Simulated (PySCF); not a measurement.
# EuH6O6 ([Eu(OH)6]3-): the cost of one run

Programs: PySCF 2.14.0, with routines of our own; each step states its level. All values are computed. Atoms count from 0.

## 1. The starting structure

13 atoms, charge -3, states of the metal's open shell are computed; geometry from: model geometry, bond lengths from ionic radii.

## 2. Ligand-field states: state-averaged CASSCF in water

What the job is given:

```
{"job": {"kind": "lf", "basis": {"metal": "x2c-TZVPall", "ligand": "x2c-SVPall"}, "nevpt": false, "solvent": "water", "roots": {"7": 7, "5": 140, "3": 113, "1": 123}}, "charge": -3, "metal": "Eu", "open_shell": "f6"}
Eu     0.000000     0.000000     0.000000
O      0.000000     0.000000     2.317000
H      0.800000     0.000000     2.857000
O      0.000000     0.000000    -2.317000
H     -0.800000     0.000000    -2.857000
O      2.317000     0.000000     0.000000
H      2.857000     0.800000     0.000000
O     -2.317000     0.000000     0.000000
H     -2.857000    -0.800000     0.000000
O      0.000000     2.317000     0.000000
H      0.000000     2.857000     0.800000
O     -0.000000    -2.317000     0.000000
H     -0.000000    -2.857000    -0.800000
```

With the program's defaults for keys left out, this is: state-averaged CASSCF of the metal f shell, state-interaction spin-orbit coupling.

On the command line:

```console
$ OMP_NUM_THREADS=1 python lf_run.py task.json out
```

This one command runs all jobs of the session in turn.

**Question.** How long does this first job take on 1 thread of Arm Neoverse V1, shared host, and how much memory does it need?

About 60 s, with a peak of 0.9 GiB.
